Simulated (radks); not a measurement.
**Ag in [Kr] 4d10 5s0.75 6s0.25: an all-electron calculation**

The task here is to estimate one member of a computed series from the others.

Program: radks (a radial shooting solver on a logarithmic mesh, Libxc functionals) version 1. Level of theory: Dirac Kohn-Sham, Wu-Cohen GGA, spin-unpolarised, spherical densities, finite nucleus. These are calculated values, not measurements, unless marked.

### What is computed

| Property | Result |
| --- | --- |
| element | silver (Z = 47) |
| charge | 0 |
| electrons | 47 |
| configuration | [Kr] 4d10 5s0.75 6s0.25 |
| nuclear rms radius | 4.5454 fm |

The first run:

Settings of this run:

```text
Z 47
configuration [Kr] 4d10 5s0.75 6s0.25 5p0 5d0 7s0
relativity Dirac
functional wc,pbe
spin unpolarised
j_filling energy
nucleus finite rms 4.5454 fm
c 137.035999084
```

On the command line:

```
$ python run_ks.py task.json out
```

This one command runs every case of the session in turn.

One of the session's tables, all rows but one given; the rest of the session is left out.

It belongs to the step «Orbitals and density». From the orbitals of this run (lengths in bohr):

| level | <r> | outermost maximum (interpolated) | 90 % within | nodes |
| --- | --- | --- | --- | --- |
| 1s1/2 | ? | ? | ? | ? |
| 2s1/2 | 0.1346 | 0.114 | 0.208 | 1 |
| 2p1/2 | 0.1141 | 0.0882 | 0.187 | 0 |
| 2p3/2 | 0.1192 | 0.0924 | 0.194 | 0 |
| 3s1/2 | 0.3685 | 0.333 | 0.543 | 2 |
| 3p1/2 | 0.3601 | 0.319 | 0.543 | 1 |
| 3p3/2 | 0.3710 | 0.329 | 0.558 | 1 |
| 3d3/2 | 0.3438 | 0.272 | 0.545 | 0 |
| 3d5/2 | 0.3473 | 0.275 | 0.550 | 0 |
| 4s1/2 | 0.9118 | 0.822 | 1.33 | 3 |
| 4p1/2 | 0.9794 | 0.859 | 1.45 | 2 |
| 4p3/2 | 1.011 | 0.885 | 1.50 | 2 |
| 4d3/2 | 1.396 | 1.03 | 2.27 | 1 |
| 4d5/2 | 1.422 | 1.04 | 2.32 | 1 |
| 5s1/2 | 3.037 | 2.45 | 4.63 | 4 |
| 5p1/2 | 4.968 | 3.38 | 8.31 | 3 |
| 5p3/2 | 5.329 | 3.58 | 9.01 | 3 |
| 6s1/2 | 11.96 | 11.4 | 17.3 | 5 |

Estimate the missing values for 1s1/2.

As computed: <r>: 0.03112; outermost maximum (interpolated): 0.0202; 90 % within: 0.0558; nodes: 0. In the column «<r>» it is the lowest.
